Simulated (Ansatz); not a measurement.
# BClH₂O₂: up Jacob's ladder to CCSD(T)

An exercise on one series of results from a longer session: the logs are not shown, and one member is left open.

Computed with Ansatz 0.2.0, Gaussian basis. Level: functionals in def2-TZVPP, the program's frozen cores in correlated methods.

Plan: LDA (SPW92), PBE-D4, revPBE-D4, BLYP-D4, r2SCAN-D4, B97M-V, PBE0-D4, B3LYP-D4, r2SCANh-D4, r2SCAN0-D4, HSE06-D4, BHLYP-D4, CAM-B3LYP-D4, LC-ωPBE, ωB97X-V, ωB97M-V, B2PLYP, PBE-QIDH; CCSD(T)/def2-SVP; CCSD(T)/def2-TZVPP; CCSD(T)/def2-QZVPP; extrapolation to the limit; RPA on PBE.

### The geometry

An earlier PBE0-D4 in a triple-zeta def2 set relaxation fixed the geometry.

SMILES `OB(O)Cl`, 6 atoms, charge 0, spin multiplicity 1.

Atoms are counted from 1 here; the program's logs count them from 0.

Bond lengths: O1–B2 1.357 Å, O1–H5 0.960 Å, B2–O3 1.349 Å, B2–Cl4 1.771 Å, O3–H6 0.962 Å. Angles: B2–O1–H5 113.5°, O1–B2–O3 121.0°, O1–B2–Cl4 120.9°, O3–B2–Cl4 118.0°, B2–O3–H6 112.0°.

Coordinates:

```
O     0.1578    1.0254   -0.4421
B    -0.1280   -0.2276   -0.0073
O     0.6092   -0.8139    0.9581
Cl   -1.4814   -1.1414   -0.6917
H    -0.4344    1.3365   -1.1300
H     1.3190   -0.2430    1.2670
```

The first run:

Contents of in.yaml:

```yaml
crystal:
  periodic: [false, false, false]
  atoms:
    - {symbol: O, position_ang: [0.157763, 1.025353, -0.442076]}
    - {symbol: B, position_ang: [-0.128038, -0.227550, -0.007300]}
    - {symbol: O, position_ang: [0.609247, -0.813859, 0.958057]}
    - {symbol: Cl, position_ang: [-1.481443, -1.141367, -0.691707]}
    - {symbol: H, position_ang: [-0.434413, 1.336483, -1.130037]}
    - {symbol: H, position_ang: [1.318984, -0.242961, 1.266962]}
basis:
  gaussian: {orbitals: def2-TZVPP}
hamiltonian: {xc: lda}
output: {orbitals: {seedname: orbitals}}
```

The run is started by

```console
> ansatz run in.yaml --threads 2 --pin off --events-out ev --progress --plain --max-ram 32768MiB --backend cpu
```

Among the steps run: LDA; PBE-D4 (GGA); revPBE-D4 (GGA); BLYP-D4 (GGA); r2SCAN-D4 (meta-GGA); B97M-V (meta-GGA); B3LYP-D4 (hybrid); r2SCANh-D4 (hybrid); r2SCAN0-D4 (hybrid); HSE06-D4 (hybrid); BHLYP-D4 (hybrid); CAM-B3LYP-D4 (range-separated); LC-ωPBE (range-separated); ωB97X-V (range-separated); ωB97M-V (range-separated); B2PLYP (double hybrid); PBE-QIDH (double hybrid).

One of the session's tables, all rows but one given; the rest of the session is left out.

It belongs to the step «Orbital energies across the functionals». 

| functional | HOMO (eV) | LUMO (eV) | gap (eV) |
| --- | --- | --- | --- |
| LDA (SPW92) | -7.79 | -0.47 | 7.32 |
| PBE-D4 | -7.64 | -0.32 | 7.32 |
| revPBE-D4 | -7.58 | -0.24 | 7.34 |
| BLYP-D4 | ? | ? | ? |
| r2SCAN-D4 | -8.01 | 0.42 | 8.43 |
| B97M-V | -8.11 | -0.04 | 8.07 |
| PBE0-D4 | -9.14 | 0.53 | 9.67 |
| B3LYP-D4 | -8.85 | 0.13 | 8.98 |
| r2SCANh-D4 | -8.56 | 0.66 | 9.22 |
| r2SCAN0-D4 | -9.39 | 1.00 | 10.38 |
| HSE06-D4 | -8.73 | 0.16 | 8.90 |
| BHLYP-D4 | -10.49 | 1.10 | 11.59 |
| CAM-B3LYP-D4 | -10.56 | 1.23 | 11.79 |
| LC-ωPBE | -12.03 | 2.60 | 14.63 |
| ωB97X-V | -11.63 | 2.38 | 14.01 |
| ωB97M-V | -11.46 | 1.91 | 13.37 |

Estimate the missing values for BLYP-D4.

Worked estimate for «HOMO (eV)». Against the share of exact exchange, B3LYP-D4 (0.2, -8.85), BHLYP-D4 (0.5, -10.49) give a slope of -5.47 per unit share; at 0 the line stands at -7.76.

As computed: HOMO (eV): -7.48; LUMO (eV): -0.39; gap (eV): 7.10. In «HOMO (eV)» the line misses by -0.28.
